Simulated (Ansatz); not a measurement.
# C4H7FO3Ti: how energies converge with the basis set

The task here is to estimate one member of a computed series from the others.

Program: Ansatz 0.2.0, Gaussian basis. Level of theory: one geometry, several basis sets. These are calculated values, not measurements.

Plan: PBE0-D4/def2-SVP; ωB97M-V/def2-SVP; PBE0-D4/def2-QZVPP; ωB97M-V/def2-QZVPP; the functionals' def2-TZVPP values are taken from earlier runs.

## The geometry

All runs share one geometry, relaxed beforehand with PBE0-D4 in a triple-zeta def2 set.

16 atoms, charge 0, spin multiplicity 1.

Atoms are counted from 1 here; the program's logs count them from 0.

Bond lengths: C1–Ti2 2.069 Å, C1–H10 1.092 Å, C1–H11 1.096 Å, C1–H12 1.090 Å, Ti2–O3 1.792 Å, Ti2–F4 1.776 Å, Ti2–O5 1.995 Å, Ti2–O9 2.047 Å, O3–H13 0.960 Å, O5–C6 1.267 Å, C6–C7 1.383 Å, C6–H14 1.095 Å, C7–C8 1.393 Å, C7–H15 1.080 Å, C8–O9 1.255 Å, C8–H16 1.097 Å. Angles: Ti2–C1–H10 108.7°, Ti2–C1–H11 106.5°, Ti2–C1–H12 111.6°, H10–C1–H11 109.2°, H10–C1–H12 111.0°, H11–C1–H12 109.7°, C1–Ti2–O3 110.3°, C1–Ti2–F4 93.7°, C1–Ti2–O5 124.2°, C1–Ti2–O9 84.2°, O3–Ti2–F4 101.8°, O3–Ti2–O5 123.9°, O3–Ti2–O9 92.5°, F4–Ti2–O5 87.8°, F4–Ti2–O9 165.3°, O5–Ti2–O9 81.4°, Ti2–O3–H13 125.3°, Ti2–O5–C6 134.4° and more.

Set-up of the first run:

The input, in.yaml:

```yaml
crystal:
  periodic: [false, false, false]
  atoms:
    - {symbol: C, position_ang: [1.282920, -1.444992, -1.302534]}
    - {symbol: Ti, position_ang: [1.126350, 0.215568, -0.078318]}
    - {symbol: O, position_ang: [2.154801, 0.015426, 1.374998]}
    - {symbol: F, position_ang: [2.158335, 1.221407, -1.116862]}
    - {symbol: O, position_ang: [-0.286027, 1.612671, -0.257977]}
    - {symbol: C, position_ang: [-1.516595, 1.671822, 0.038850]}
    - {symbol: C, position_ang: [-2.253936, 0.660398, 0.626541]}
    - {symbol: C, position_ang: [-1.636872, -0.539764, 0.973884]}
    - {symbol: O, position_ang: [-0.428602, -0.811307, 0.768942]}
    - {symbol: H, position_ang: [2.278031, -1.457132, -1.751708]}
    - {symbol: H, position_ang: [0.532145, -1.321939, -2.092058]}
    - {symbol: H, position_ang: [1.090889, -2.367084, -0.754182]}
    - {symbol: H, position_ang: [3.023952, 0.403986, 1.496922]}
    - {symbol: H, position_ang: [-2.012964, 2.619787, -0.195660]}
    - {symbol: H, position_ang: [-3.301602, 0.812525, 0.841866]}
    - {symbol: H, position_ang: [-2.233624, -1.313973, 1.471496]}
basis:
  gaussian: {orbitals: def2-SVP}
hamiltonian: {xc: pbe0, dispersion: d4}
output: {orbitals: {seedname: orbitals}}
```

On the command line:

```sh
> ansatz run in.yaml --threads 4 --pin off --events-out ev --progress --plain --max-ram 66560MiB --backend cpu
```

Steps of the session up to this table: PBE0-D4 in def2-SVP; ωB97M-V in def2-SVP; PBE0-D4 in def2-QZVPP; ωB97M-V in def2-QZVPP.

One table of the session follows, with a row left open; its other results are not shown here.

It belongs to the step «Density functionals: the series». 

| functional | basis | HOMO (eV) | LUMO (eV) |
| --- | --- | --- | --- |
| PBE0-D4 | def2-SVP | -7.56 | -2.20 |
| PBE0-D4 | def2-TZVPP | -7.59 | -2.33 |
| PBE0-D4 | def2-QZVPP | -7.60 | -2.36 |
| ωB97M-V | def2-SVP | -9.70 | -0.01 |
| ωB97M-V | def2-TZVPP | ? | ? |
| ωB97M-V | def2-QZVPP | -9.83 | -0.25 |

Q: Estimate the row for ωB97M-V, def2-TZVPP from the others.

**Answer.** HOMO (eV): -9.82; LUMO (eV): -0.21. In the column «HOMO (eV)» it lies between ωB97M-V, def2-QZVPP (-9.83) and ωB97M-V, def2-SVP (-9.70).
